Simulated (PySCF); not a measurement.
# BiH3O3 (Bi(OH)3): the cost of one run

Computed with PySCF 2.14.0. Level: several levels, as the steps say, no spin–orbit coupling.

1 further run of the same task is left out (for a known fault of the program).

### Step 1. The system as given

7 atoms, charge 0, spin multiplicity 1.

Bond lengths: Bi1–O2 2.087 Å, Bi1–O4 2.087 Å, Bi1–O6 2.087 Å, O2–H3 0.968 Å, O4–H5 0.968 Å, O6–H7 0.968 Å. Angles: O2–Bi1–O4 94.5°, O2–Bi1–O6 94.5°, O4–Bi1–O6 94.5°, Bi1–O2–H3 107.8°, Bi1–O4–H5 107.8°, Bi1–O6–H7 107.8°.

As a file:

```mol
BiH3O3
  3D, bonds by distance, orders not assigned

  7  6  0  0  0  0  0  0  0  0999 V2000
    0.0000   -0.0000   -0.1761 Bi  0  0
    1.7575   -0.2084    0.9299 O   0  0
    1.7459    0.4568    1.6328 H   0  0
   -0.6983    1.6262    0.9299 O   0  0
   -1.2685    1.2836    1.6328 H   0  0
   -1.0592   -1.4179    0.9299 O   0  0
   -0.4774   -1.7404    1.6328 H   0  0
  1  2  8  0
  1  4  8  0
  1  6  8  0
  2  3  8  0
  4  5  8  0
  6  7  8  0
M  END
```

Formal oxidation states: Bi +3. An earlier session relaxed this geometry at PBE0, Bi def2-SVP with ECP60, O def2-SVP, H def2-SVP (singlet, point group C3).

At PBE0 on the finer grid: E = -441.706577 Eh, HOMO -7.79 eV, LUMO -0.66 eV, Mulliken charge on Bi1 +1.09 e, largest force component 0.009 eV/Å. 

Levels to run: BP86; wB97X; PBE0, TZVP. Hardware: 2 threads of Arm Neoverse V2, shared host.

### Step 2. BP86

File run.py (the lines that set the calculation):

```python
mol = gto.M(atom='''
Bi     0.00000     0.00000    -0.17608
O      1.75749    -0.20837     0.92988
H      1.74589     0.45678     1.63284
O     -0.69829     1.62622     0.92988
H     -1.26853     1.28359     1.63284
O     -1.05920    -1.41785     0.92988
H     -0.47736    -1.74037     1.63284''',
    basis={'Bi': 'def2-SVP', 'O': 'def2-SVP', 'H': 'def2-SVP'},
    ecp={'Bi': 'def2-SVP'},
    charge=0, spin=0)
mf = dft.RKS(mol, xc='B88,P86')
mf.grids.atom_grid = (75, 302)
mf = mf.density_fit()  # fitting sets: Bi def2-universal-JKFIT, O def2-universal-JKFIT, H def2-universal-JKFIT
mf.conv_tol = 1e-08; mf.max_cycle = 55
mf.kernel(dm0)  # dm0: the density of the relaxed state
```

Command:

```
$ OMP_NUM_THREADS=2 python run.py
```

**Question.** How long does this run take on 2 threads of Arm Neoverse V2, shared host?

About 3 s.
